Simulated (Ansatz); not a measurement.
Runs of Ansatz 0.2.0 on BiS. Symmetry: R-3m, No. 166, trigonal system. The conventional cell has a = 4.219 Å, b = 4.219 Å, c = 10.501 Å, α = 90.00°, β = 90.00°, γ = 120.00°. Bi (site symmetry -3m) is surrounded by 6 S at 3.00 Å. Around S (site symmetry -3m) lie 6 Bi at 3.00 Å. The cell was built by a generator and needn't be a form met in nature.

```csv
task,level,cell,cutoff (eV),points for each segment of the path,gap on the mesh (eV),pressure (GPa),relaxed volume (Å³/atom)
relaxation of cell and atoms,HSE06,relaxed,420,-,none,0.0,25.61
relaxation of cell and atoms,HSE03,relaxed,420,-,none,0.0,(b)
relaxation of cell and atoms,PBEsol0,relaxed,420,-,none,0.0,24.86
single point,r2SCAN0,as given,500,-,none,-3.7,-
relaxation of cell and atoms,B3LYP,relaxed,420,-,none,0.0,27.17
relaxation of cell and atoms,HF,relaxed,420,-,none,0.0,(c)
single point,B3LYP,as given,420,-,none,0.5,-
band structure,HSE03,as given,420,4,none,(a),-
```

Alike in all rows: potentials or basis Ansatz PAW; no spin polarisation; k mesh 4 × 4 × 4; smearing fermi-dirac 0.05 eV; the mesh is coarse, so values aren't converged.

Q: Estimate the missing entries.

A: (a) -3.1; (b) 25.69; (c) 27.44.

Caveats: all runs use coarse meshes; spin-orbit coupling is left out, which moves the levels of the heavy elements; the PAW data sets come from PBE, with cores solved anew for the run's functional, which leaves a small shift of forces and pressure; the plane-wave basis is chosen anew once the cell has moved, so the energies of steps on either side of that aren't comparable (some runs); the thresholds are loose for stress (some runs).

A k mesh can miss the band edges, and the runs leave out spin-orbit coupling on Bi.

A gap of «none» marks a metal or a gap under the smearing width.
